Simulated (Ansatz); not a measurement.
# CoO: the cost of one run

Computed with Ansatz 0.2.0 (DFT PBE+U (U_eff = 3.3 eV on Co 3d), scalar-relativistic, plane waves, PAW, unless a step's input says otherwise).

1 further run of the same task is left out (for a known fault of the program).

## (1) The system as given

Symmetry: Fm-3m, No. 225, cubic system. The conventional cell has a = 4.326 Å, b = 4.326 Å, c = 4.326 Å, α = 90.00°, β = 90.00°, γ = 90.00°. Co (site symmetry m-3m) has 6 O at 2.16 Å as nearest neighbours. O (site symmetry m-3m) is surrounded by 6 Co at 2.16 Å.

As a file:

```
Co O
1.0
     0.00000    2.16283    2.16283
     2.16283    0.00000    2.16283
     2.16283    2.16283    0.00000
Co O
1 1
Direct
  0.00000 0.00000 0.00000
  0.50000 0.50000 0.50000
```

This cell comes from an earlier session at PBE+U (U_eff = 3.3 eV on Co 3d): 10.117 Å³/atom at 0.00 GPa, on a 10×10×10 mesh.

## (2) Coarse mesh, to find the state of the open shells

input.yaml

```yaml
crystal:
  lattice:
    - [0.0, 2.162825703, -2.162825703]
    - [0.0, 2.162825703, 2.162825703]
    - [4.325651406, 0.0, 0.0]
  atoms:
    - { symbol: Co, position: [0.0, 0.0, 0.0], spin: 3.0 }
    - { symbol: O, position: [0.0, 1.0, 0.5] }
    - { symbol: Co, position: [0.5, 0.5, 0.5], spin: -3.0 }
    - { symbol: O, position: [0.5, 1.5, 1.0] }
basis:
  ecutwfc: 420
  ecutrho_ratio: 4
kpoints:
  mp_grid: { grid: [5, 5, 3] }
hamiltonian:
  xc: pbe
  hubbard: { sites: [{ species: Co, l: d, u_eff: 3.3 }] }
scf:
  occupations: { method: gaussian, width: 0.05 }
output:
  forces: true
  stress: true
  eigenvalues: true
  populations: true
  hubbard: { sites: [{ species: Co, l: d }] }
magnetization:
  spin_polarized: true
```

Command:

```sh
> ansatz run input.yaml --threads 4 --pin off --max-ram 10240MiB --backend cpu --events-out ev --progress --plain --runs-dir out
```

Q: Estimate wall time and peak memory on 4 threads of Arm Neoverse V1, shared host.

About 17 s, with a peak of 0.59 GiB.
